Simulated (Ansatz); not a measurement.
# C: the cost of one run

Method: DFT PBE, scalar-relativistic, plane waves, PAW, in Ansatz 0.2.0.

A COD entry behind a cell of this session may itself be a prediction, so a difference from it is no test against experiment.

1 further run of the same task is left out (set aside as unsound or not needed).

## (1) Starting point

Symmetry: P6_3/mmc, No. 194, hexagonal system. The conventional cell has a = 2.520 Å, b = 2.520 Å, c = 12.429 Å, α = 90.00°, β = 90.00°, γ = 120.00°. C (site symmetry 3m) has 4 C at 1.55 to 1.57 Å in its first shell of neighbours. C (site symmetry 3m) is surrounded by 4 C at 1.54 to 1.55 Å. Around C (site symmetry 3m) lie 4 C at 1.55 Å.

Structure file:

```
CELL_PARAMETERS angstrom
2.52048 0.00000 0.00000
-1.26024 2.18280 0.00000
0.00000 0.00000 12.42892
ATOMIC_POSITIONS crystal
C 0.00000 0.00000 0.18686
C 0.00000 0.00000 0.68686
C 0.00000 0.00000 0.31314
C 0.00000 0.00000 0.81314
C 0.33333 0.66667 0.52077
C 0.66667 0.33333 0.02077
C 0.33333 0.66667 0.97923
C 0.66667 0.33333 0.47923
C 0.33333 0.66667 0.64509
C 0.66667 0.33333 0.14509
C 0.33333 0.66667 0.85491
C 0.66667 0.33333 0.35491
```

It is the result of an earlier relaxation at this level (volume 5.70 Å³/atom; gap on the mesh: 4.44 eV).

## (2) The reference: the undisturbed cell on the scan's mesh

input.yaml reads:

```yaml
crystal:
  lattice:
    - [2.5204761256, 0.0, 0.0]
    - [-1.2602380628, 2.1827963544, 0.0]
    - [0.0, 0.0, 12.4289214365]
  atoms:
    - { symbol: C, position: [0.0, 0.0, 0.1868577048] }
    - { symbol: C, position: [0.0, 0.0, 0.6868577048] }
    - { symbol: C, position: [0.0, 0.0, 0.3131422952] }
    - { symbol: C, position: [0.0, 0.0, 0.8131422952] }
    - { symbol: C, position: [0.3333333333, 0.6666666667, 0.5207667974] }
    - { symbol: C, position: [0.6666666667, 0.3333333333, 0.0207667974] }
    - { symbol: C, position: [0.3333333333, 0.6666666667, 0.9792332026] }
    - { symbol: C, position: [0.6666666667, 0.3333333333, 0.4792332026] }
    - { symbol: C, position: [0.3333333333, 0.6666666667, 0.6450902117] }
    - { symbol: C, position: [0.6666666667, 0.3333333333, 0.1450902117] }
    - { symbol: C, position: [0.3333333333, 0.6666666667, 0.8549097883] }
    - { symbol: C, position: [0.6666666667, 0.3333333333, 0.3549097883] }
basis:
  ecutwfc: 420
kpoints:
  mp_grid: { grid: [12, 12, 2] }
hamiltonian:
  xc: pbe
scf:
  occupations: { method: gaussian, width: 0.05 }
output:
  forces: true
  stress: true
  eigenvalues: true
  write_density: true
  write_potential: true
  elf: true
  volumetric_format: npy
```

Started as:

```sh
> ansatz run input.yaml --threads 2 --pin off --max-ram 5120MiB --backend cpu --events-out ev --progress --plain --runs-dir out
```

Q: Estimate wall time and peak memory on 2 threads of Intel Xeon Platinum 8375C at 2.90GHz (Ice Lake), shared host.

About 4 s, with a peak of 0.4 GiB.
